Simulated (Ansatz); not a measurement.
I need a displacement scan with seeded SCF runs of HfH3, space group Pm-3m. Use Ansatz 0.2.0, Python API. Level of theory (first run): PBEsol, PAW, cutoff 510 eV, 5×5×5 k-points, Fermi-Dirac smearing of 0.05 eV, D3BJ dispersion.

`hfh3.xyz`
```text
4
Lattice="3.084554 0.0 0.0 0.0 3.084554 0.0 0.0 0.0 3.084554" Properties=species:S:1:pos:R:3 pbc="T T T"
Hf    0.00000000    0.00000000    0.00000000
H     0.00000000    1.54227700    1.54227700
H     1.54227700    0.00000000    1.54227700
H     1.54227700    1.54227700    0.00000000
```

The script, `run_walk.py`:
```python
'''Move one atom of HfH3 step by step, each SCF seeded by the last.'''

import warnings

import ansatz
import numpy as np
from tabulate import tabulate

VDW = 'd3bj'
CUTOFF_EV = 510
SMEARING = 'fermi_dirac'


def main() -> None:
    warnings.simplefilter('ignore', ansatz.DeckWarning)

    xtal = ansatz.Crystal.from_extxyz('hfh3.xyz')

    start = np.array(xtal.resolved().sites[0].position)
    previous, rows = None, []
    for step in range(4):
        target = start + step * 0.01 * np.eye(3)[2]
        setup = (
            xtal.move(0, to=target).calculation()
            .functional(ansatz.Functional.PBESOL, dispersion=VDW)
            .basis(CUTOFF_EV)
            .kpoints(5)
            .occupations(SMEARING, width=50 * ansatz.meV)
            .forces()
        )
        session = setup.session()
        if previous is not None:
            session.seed_next_step(previous)
        previous = session.plan(retain='density').execute()
        summary = previous.report
        rows.append((step, summary['lagrangian_ev'], float(np.linalg.norm(summary['forces_ev_ang'][0])), summary['n_iterations'], summary['n_symmetry_ops']))
    rows = [(row[0], 1000 * (row[1] - rows[0][1]), *row[2:]) for row in rows]
    print(tabulate(rows, headers=['step', 'dE meV', 'force on it eV/A', 'iterations', 'operations'], floatfmt='.4f', tablefmt='simple'))


if __name__ == '__main__':
    main()
```

```console
$ python run_walk.py
  step    dE meV    force on it eV/A    iterations    operations
------  --------  ------------------  ------------  ------------
     0    0.0000              0.0000             6            48
     1    2.6272              0.1706             6             8
     2   10.5577              0.3444             6             8
     3   23.9335              0.5241             6             8
```

Notes:
- Dispersion corrections can be off by several per cent in the lattices of metals, and by several GPa in the pressure at a fixed cell.
- For a metal this k-point mesh is coarse: on a finer one energies can move by several to tens of meV an atom and pressures by half a GPa or more, differences at one mesh by less.
- Spin-orbit coupling, which matters for elements this heavy, is left out.
- The structure comes from a database of computed cells and needn't be a stable or known phase.
- The first step keeps the crystal's symmetry; the moved atom lowers it.
- It ran for 3.5 s on 1 thread of Intel(R) Xeon(R) Platinum 8488C (Sapphire Rapids) (shared host), peak memory 0.4 GiB.

(Lines on the test bed's own set-up are left out of the output.)
